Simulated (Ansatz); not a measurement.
**Cl₂H₂OSi₂ + H₂: a complex and its separated parts**

The complex below is one end of an elementary step. How strongly is it bound against its free parts?

Computed with Ansatz 0.2.0, Gaussian basis. Level: PBE0-D4/def2-TZVP structures, single points in def2-TZVPP, no counterpoise correction.

Levels: SPW92, PBE-D4, BLYP-D4, r2SCAN-D4, B97M-V, PBE0-D4, B3LYP-D4, r2SCAN0-D4, BHLYP-D4, CAM-B3LYP-D4, wB97X-V, wB97M-V, B2PLYP, PBE-QIDH, RPA on PBE, Hartree-Fock, MP2, CCSD, CCSD(T).

Cores are frozen in the correlated methods. B3LYP uses VWN-RPA correlation. B2PLYP carries no dispersion term here.

56 further runs of the same task are left out: 56 set aside as unsound or not needed. Runs told in other sessions of the task aren't counted.

## 1. Where the work starts

The complex: 9 atoms, charge 0, spin multiplicity 1.

Atoms are counted from 1 here; the program's logs count them from 0.

Bond lengths: Si1–Si2 2.349 Å, Si1–O3 1.515 Å, Si1–Cl5 2.027 Å, Si2–Cl6 2.046 Å, Si2–H7 1.479 Å, Si2–H9 1.479 Å, H4–H8 0.750 Å. Angles: Si2–Si1–O3 122.5°, Si2–Si1–Cl5 112.8°, O3–Si1–Cl5 124.7°, Si1–Si2–Cl6 109.8°, Si1–Si2–H7 108.1°, Si1–Si2–H9 108.1°, Cl6–Si2–H7 109.7°, Cl6–Si2–H9 109.7°, H7–Si2–H9 111.5°.

Coordinates:

```xyz
9
Cl2H4OSi2
Si   -0.7326   -0.9624   -0.8589
Si   -0.3267    0.4158    0.9993
O     0.2462   -1.0890   -2.0083
H     2.0672    0.5210   -1.1599
Cl   -2.5064   -1.9365   -0.7405
Cl   -1.8927    0.2884    2.3100
H    -0.1916    1.8080    0.5177
H     2.4239    1.0086   -0.7159
H     0.9125   -0.0536    1.6567
```

Its parts: Cl₂H₂OSi₂ holds atoms 1, 2, 3, 5, 6, 7, 9; H₂ holds atoms 4, 8. Each part counts its atoms afresh in its own runs.

## 2. Relaxing Cl₂H₂OSi₂ alone

relax-a/in.yaml reads:

```yaml
crystal:
  periodic: [false, false, false]
  atoms:
    - {symbol: Si, position_ang: [-0.732626, -0.962382, -0.858947]}
    - {symbol: Si, position_ang: [-0.326693, 0.415766, 0.999302]}
    - {symbol: O, position_ang: [0.246242, -1.089043, -2.008285]}
    - {symbol: Cl, position_ang: [-2.506369, -1.936481, -0.740461]}
    - {symbol: Cl, position_ang: [-1.892666, 0.288363, 2.309953]}
    - {symbol: H, position_ang: [-0.191585, 1.807963, 0.517683]}
    - {symbol: H, position_ang: [0.912534, -0.053621, 1.656660]}
basis:
  gaussian: {orbitals: def2-TZVP}
hamiltonian: {xc: pbe0, dispersion: d4}
relax: {f_tol: 0.005, max_steps: 200}
```

Started as:

```console
> ansatz run in.yaml --threads 8 --pin off --events-out ev --progress --plain --max-ram 19148MiB
```

Further steps of the session: Relaxing H₂ alone; SPW92/def2-TZVPP; PBE-D4/def2-TZVPP; BLYP-D4/def2-TZVPP; r2SCAN-D4/def2-TZVPP; B97M-V/def2-TZVPP; PBE0-D4/def2-TZVPP; B3LYP-D4/def2-TZVPP; r2SCAN0-D4/def2-TZVPP; BHLYP-D4/def2-TZVPP; CAM-B3LYP-D4/def2-TZVPP; wB97X-V/def2-TZVPP; wB97M-V/def2-TZVPP; B2PLYP/def2-TZVPP; PBE-QIDH/def2-TZVPP; RPA on PBE/def2-TZVPP; CCSD(T)/def2-TZVPP; Vibrations of Cl₂H₂OSi₂; Vibrations of H₂.

Q: Predict the outcome of this session. Wanted: complex less parts, CCSD(T)/def2-TZVPP; with zero-point energy; largest T1 diagnostic.

The runs gave:

```
                              quantity        value
complex less parts, CCSD(T)/def2-TZVPP  -5.4 kJ/mol
                with zero-point energy  +1.1 kJ/mol
                 largest T1 diagnostic        0.017
```

In words: At CCSD(T) the complex lies 5.4 kJ/mol below its parts. BLYP-D4 is the best functional here (+0.1 kJ/mol from CCSD(T)); SPW92 is the worst (-7.7 kJ/mol). Mean unsigned error by rung: LDA 7.7, GGA 1.1, meta-GGA 0.6, hybrid 1.3, range-separated hybrid 1.5, double hybrid 1.4 kJ/mol. The double hybrids carry no dispersion term here, unlike the levels marked D4 or V. PBE-D4 gives a relative energy 2.0 kJ/mol too low, an error of 37 % of the reference. No counterpoise was applied, and triple zeta lacks some correlation, so the CCSD(T) reference has a basis error of its own, and close matches with it are partly luck.
